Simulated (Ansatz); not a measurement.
What does this script print? It uses the Ansatz DFT code, driven from Python.

`torsion_c3h6bi.py`:
```python
'''Rigid torsion scan of C3H6BI.'''

import ansatz
from ase import Atoms

atoms = Atoms(['B', 'C', 'C', 'C', 'I', 'H', 'H', 'H', 'H', 'H', 'H'], positions=[
    (-1.5613, 0.2003, 0.0962),
    (-0.0776, -0.0833, 0.1955),
    (0.5062, -0.0114, 1.3726),
    (0.7845, -0.3894, -1.0515),
    (1.554, 1.379, -1.8826),
    (-2.2382, 0.5395, 1.0448),
    (-2.1203, 0.2246, -0.9637),
    (0.0298, 0.2561, 2.2839),
    (1.6077, -0.1907, 1.5163),
    (1.5339, -1.1125, -0.7982),
    (0.0467, -0.8691, -1.7927),
])

# relax first, so that the scan starts from a minimum
first = (
    ansatz.Crystal.molecule_from_ase(atoms).calculation()
    .basis(gaussian='def2-SVP')
    .functional('B3LYP', dispersion='d4')
    .relax(force_tolerance=0.02, max_steps=80)
)
atoms.positions = first.run(threads=1).report['positions_ang']

start = atoms.get_dihedral(0, 1, 3, 4)
energies = {}
for turn in range(0, 360, 40):
    turned = atoms.copy()
    turned.set_dihedral(0, 1, 3, 4, start + turn, indices=[3, 4, 9, 10])
    calc = (
        ansatz.Crystal.molecule_from_ase(turned).calculation()
        .basis(gaussian='def2-SVP')  # the orbital basis, by name
        .functional('B3LYP', dispersion='d4')
    )
    energies[round((start + turn) % 360)] = calc.run(threads=1).report['free_energy_ev']
floor = min(energies.values())
print('dihedral B0-C1-C3-I4 (deg)   E - E(min) (kJ/mol)')
for angle, e in sorted(energies.items()):
    print(f'{angle:8d} {96.485332 * (e - floor):14.3f}  ' + '#' * int(30 * (e - floor) / max(max(energies.values()) - floor, 1e-9)))
```

`python torsion_c3h6bi.py` gives:
```text
dihedral B0-C1-C3-I4 (deg)   E - E(min) (kJ/mol)
      35         19.550  ###########
      75          0.000
     115          8.246  #####
     155         18.587  ###########
     195         22.562  #############
     235         11.281  ######
     275          1.476
     315         12.005  #######
     355         49.423  ##############################
```

Notes:
- The scan is rigid and the energies are electronic, in a modest basis. With rigid groups the curve can differ much from the relaxed path, the start wasn't checked as a minimum of this torsion, and equivalent turns needn't return to the same energy.
- def2 sets replace the cores of elements past krypton by effective core potentials.
- b3lyp holds the VWN-RPA fit, as in Gaussian; the form of ORCA and Turbomole is b3lyp5.
- Timing: 2 min on 1 thread of Arm Neoverse V1, with other jobs on the host, peak memory 0.36 GiB.
